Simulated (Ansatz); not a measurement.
**GeCN2 in Ansatz: the effect of functional**

GeCN2:

```
Ge N C
1.0
     1.76955    1.02165    4.85544
    -1.76955    1.02165    4.85544
     0.00000   -2.04330    4.85544
Ge N C
1 2 1
Direct
  0.00000 0.00000 0.00000
  0.58390 0.58390 0.58390
  0.41610 0.41610 0.41610
  0.50000 0.50000 0.50000
```

The cell comes from a database or a generator and needn't be the stable form of this composition.

The cell isn't the ideal one: volume scaled by 0.96.

Alike in all runs:

```yaml
Program: Ansatz 0.2.0
Task: single point
Potentials_or_basis: Ansatz PAW
k_mesh: 9 × 9 × 9
Occupations: fermi-dirac, width 0.05 eV
Spin: no spin polarisation
```

| functional | cutoff | gap on the mesh (eV) | pressure (GPa) | largest force (eV/Å) |
| --- | --- | --- | --- | --- |
| LDA | 420 eV (not typed: the program's choice for these potentials) | ? | ? | ? |
| PBEsol | 420 eV (not typed: the program's choice for these potentials) | 0.90 | 2.3 | 1.29 |
| r2SCAN | 500 eV (not typed: the program's choice for these potentials) | 1.10 | 2.4 | 0.70 |

What does the run with functional LDA give?

gap on the mesh 0.88 eV; pressure -1.3 GPa; largest force 0.88 eV/Å.

Caveats: odd divisions of the mesh miss points on the zone boundary, where band edges often lie, so the gap on the mesh can be too wide; the PAW data sets come from PBE, with cores solved anew for the run's functional, which leaves a small shift of forces and pressure; forces of over 1 eV/Å show positions far from the minimum, so gaps and moduli don't describe the material at rest (some runs).

A k mesh can miss the band edges.

Runs at the PBE level aren't shown here.
